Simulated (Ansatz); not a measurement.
# Ag3BiAs: the cost of one run

Program: Ansatz 0.2.0. Level of theory: DFT PBE, scalar-relativistic, plane waves, PAW, unless a step names another level. These are calculated values, not measurements.

11 further runs of the same task are left out: 11 set aside as unsound or not needed.

## Step 1: What the formula suggests

Pauling electronegativities: Ag 1.93, Bi 2.02, As 2.18 (spread 0.25). The formula balances with common oxidation states: Ag +2, As -3, Bi -3, a formal count that means little at so small a spread. Tabulated atomic sizes suggest about 22 Å³/atom. 28 candidates were drawn, by swapping species into database cells of other compounds, at random by space group and Wyckoff sites, or by hand, as the table says:

```csv
name,made from,space group no.,Wyckoff sites,atoms (primitive cell),V (Å³/atom)
c01,random,42,"Ag 8b, 4a; Bi 4a; As 4a",5,23.3
c02,random,47,"Ag 2s, 1h; Bi 1c; As 1f",5,25.1
c03,random,129,"Ag 4e, 2b; Bi 2c; As 2a",10,28.3
c04,random,221,Ag 3d; Bi 1a; As 1b,5,23.8
c05,database cell of Ag3SI,1,"Ag 1a, 1a, 1a; Bi 1a; As 1a",5,22.0
c06,random,191,Ag 3f; Bi 1b; As 1a,5,27.9
c07,database cell of Cs3AuO,194,Ag 6h; Bi 2a; As 2d,10,23.4
c08,random,166,Ag 9d; Bi 3b; As 3a,5,22.3
c09,random,191,Ag 6i; Bi 2e; As 2d,10,27.6
c10,random,47,"Ag 2q, 1g; Bi 1b; As 1f",5,24.2
c11,random,191,Ag 3g; Bi 1b; As 1a,5,23.3
c12,database cell of RbAgCl3,6,"Ag 1a, 1b, 1b; Bi 1b; As 1a",5,20.5
c13,random,2,"Ag 1f, 2i; Bi 1b; As 1a",5,27.8
c14,database cell of GaFe3As,187,"Ag 2i, 1a; Bi 1b; As 1c",5,21.1
c15,database cell of Cr3GeN,113,"Ag 4e, 2a; Bi 2c; As 2b",10,20.8
c16,database cell of CsCdF3,221,Ag 3c; Bi 1b; As 1a,5,18.9
c17,random,189,Ag 3g; Bi 1a; As 1b,5,24.8
c18,random,38,"Ag 4d, 2b; Bi 2b; As 2a",5,22.1
c19,random,194,"Ag 2a, 4f; Bi 2b; As 2d",10,25.7
c20,database cell of NdGa3Ag,107,"Ag 2a, 4b; Bi 2a; As 2a",5,23.3
c21,database cell of CaAl3Au,42,"Ag 8b, 4a; Bi 4a; As 4a",5,25.6
c22,database cell of AlSiTe3,162,Ag 6k; Bi 2d; As 2e,10,26.3
c23,database cell of Ce3AlN,221,Ag 3c; Bi 1a; As 1b,5,23.3
c24,random,193,Ag 6g; Bi 2a; As 2b,10,23.7
c25,database cell of RbTaO3,160,Ag 9b; Bi 3a; As 3a,5,18.8
c26,random,189,Ag 3f; Bi 1b; As 1a,5,28.2
c27,random,191,Ag 3g; Bi 1a; As 1b,5,27.6
c28,random,183,"Ag 1a, 2b; Bi 1a; As 1a",5,22.4
```

## Step 2: Screening run of c03

File input.yaml:

```yaml
crystal:
  lattice:
    - [6.76438542, 0.0, 0.0]
    - [0.0, 6.76438542, 0.0]
    - [0.0, 0.0, 6.1911206]
  atoms:
    - { symbol: Ag, position: [0.25, 0.75, 0.5] }
    - { symbol: Ag, position: [0.75, 0.25, 0.5] }
    - { symbol: Ag, position: [0.75, 0.75, 0.5] }
    - { symbol: Ag, position: [0.25, 0.25, 0.5] }
    - { symbol: Ag, position: [0.5, 0.5, 0.5] }
    - { symbol: Ag, position: [0.0, 0.0, 0.5] }
    - { symbol: Bi, position: [0.5, 0.0, 0.06116606] }
    - { symbol: Bi, position: [0.0, 0.5, 0.93883394] }
    - { symbol: As, position: [0.5, 0.5, 0.0] }
    - { symbol: As, position: [0.0, 0.0, 0.0] }
basis:
  ecutwfc: 420
kpoints:
  mp_grid: { grid: [3, 3, 3] }
hamiltonian:
  xc: pbe
scf:
  occupations: { method: gaussian, width: 0.2 }
  lower_state_search: "off"
output:
  forces: true
  stress: true
  eigenvalues: true
relax:
  adjacent_minimum: "off"
  f_tol: 0.08
  max_steps: 16
  cell: { stress_tol: 0.8 }
```

Run with:

```sh
$ ansatz run input.yaml --threads 1 --pin off --max-ram 2560MiB --backend cpu --events-out ev --progress --plain --runs-dir out
```

What time and memory should one allow on 1 thread of AMD EPYC 9R45 (Zen 5), shared host?

About 33 s, with a peak of 0.68 GiB.
